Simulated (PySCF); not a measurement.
# C4BN4−: geometry, NMR shifts, spin-spin couplings, electronic excitations and core binding energies

Aim: predict the NMR shifts, spin-spin couplings, electronic excitations and core binding energies of C4BN4− (`N#C[B-](C#N)(C#N)C#N`).

The runs use PySCF 2.14.0, with density-fitted response routines of our own; the level of theory stands in each step. All values are computed, except where a source is named. Atoms are numbered from 0 throughout.

### 1 The molecule as given

9 atoms, charge -1, multiplicity 1; geometry from: GFN2-xTB.

Bonds of the start (Å): N0–C1 1.15, C1–B2 1.56, B2–C3 1.56, C3–N4 1.15, B2–C5 1.56, C5–N6 1.15, B2–C7 1.56, C7–N8 1.15.

### 2 Geometry optimisation at PBE0-D3(BJ)/def2-SVP

What the job is given:

```
{"job": {"xc": "PBE0", "basis": "def2-SVP", "d3": "d3bj", "grid": 1, "kind": "geom"}, "charge": -1, "multiplicity": 1}
N      0.135901     2.490646    -1.073341
C      0.082236     1.435838    -0.618983
B      0.005236     0.003650    -0.008451
C     -0.717232    -0.944638    -1.012905
N     -1.249368    -1.642566    -1.755587
C      1.444610    -0.528210     0.266636
N      2.504562    -0.922119     0.474619
C     -0.790367     0.047665     1.331421
N     -1.374906     0.077719     2.321051
```

**Question.** This job is followed by: GIAO PBE0/pcSseg-1 NMR shielding, non-relativistic, gas phase; B3LYP/pcJ-1 indirect spin-spin coupling, non-relativistic, gas phase; TDDFT CAM-B3LYP/def2-SVPD, vertical, gas phase, core orbitals frozen in the response; GIAO mPW1PW91/pcSseg-2 NMR shielding, non-relativistic, gas phase; delta-SCF UKS SCAN, pcX-2 on the ionised atom, pcseg-1 elsewhere, spin-free X2C. What will the session give for the following? point group; rotational constants (main isotopes); 13C shifts against TMS (PBE0/pcSseg-1, means over atoms taken as alike); 15N shifts against NH3 (PBE0/pcSseg-1, means over atoms taken as alike); 11B shifts against BF3·OEt2 (PBE0/pcSseg-1); largest coupling of the table (B3LYP/pcJ-1); lowest singlet (CAM-B3LYP/def2-SVPD); brightest single state of those computed; lowest triplet; N1s binding energies, SCAN/pcX-2; C1s binding energies, SCAN/pcX-2; B1s binding energies, SCAN/pcX-2; range of the shift of N0.

**Answer**, as computed:

| quantity | value |
| --- | --- |
| point group | Td |
| rotational constants (main isotopes) | 1.39, 1.38, 1.38 GHz |
| 13C shifts against TMS (PBE0/pcSseg-1, means over atoms taken as alike) | 129.3 ppm |
| 15N shifts against NH3 (PBE0/pcSseg-1, means over atoms taken as alike) | 325.1 ppm |
| 11B shifts against BF3·OEt2 (PBE0/pcSseg-1) | -45.3 ppm |
| largest coupling of the table (B3LYP/pcJ-1) | 1J(C,B) C1–B2, 77.8 Hz |
| lowest singlet (CAM-B3LYP/def2-SVPD) | 7.44 eV (167 nm), f = 0.000 |
| brightest single state of those computed | state 10, 7.88 eV, f = 0.012 |
| lowest triplet | 6.16 eV |
| N1s binding energies, SCAN/pcX-2 | N0 401.45 eV |
| C1s binding energies, SCAN/pcX-2 | C1 288.27 eV |
| B1s binding energies, SCAN/pcX-2 | B2 193.64 eV |
| range of the shift of N0 | 319.0 to 325.1 ppm |

**Reading.** Relaxing lowered the energy by 0.097 eV in 2 steps; the close pair that moved most is B2–C7, from 1.559 to 1.596 Å. No frequency check was run at this level, so the end point may be a saddle. At PBE0/pcSseg-1: Shielding is most anisotropic at N0, N4, N6, N8 (span 537 ppm, paramagnetic term -398 ppm). In the run at B3LYP/pcJ-1, the largest coupling of the table is C1–B2 (mean over like pairs), 77.8 Hz, of which the Fermi-contact term gives 77.8 Hz. The first singlet state (HOMO−1→LUMO+2 0.22, HOMO→LUMO+1 0.12) lies at 7.44 eV and is dark; of the 10 states computed, the strongest absorption comes from state 10 at 7.88 eV (the last computed, so partners may be missing). The lowest triplet lies 1.28 eV below the lowest singlet (triplets in Tamm-Dancoff, singlets in full TDDFT). Across the 2 runs the shift of N0 (with its like atoms) moves most, between 319.0 (mPW1PW91/pcSseg-2) and 325.1 ppm (PBE0/pcSseg-1). Most of that comes from the computed reference, not from the atom's own shielding.
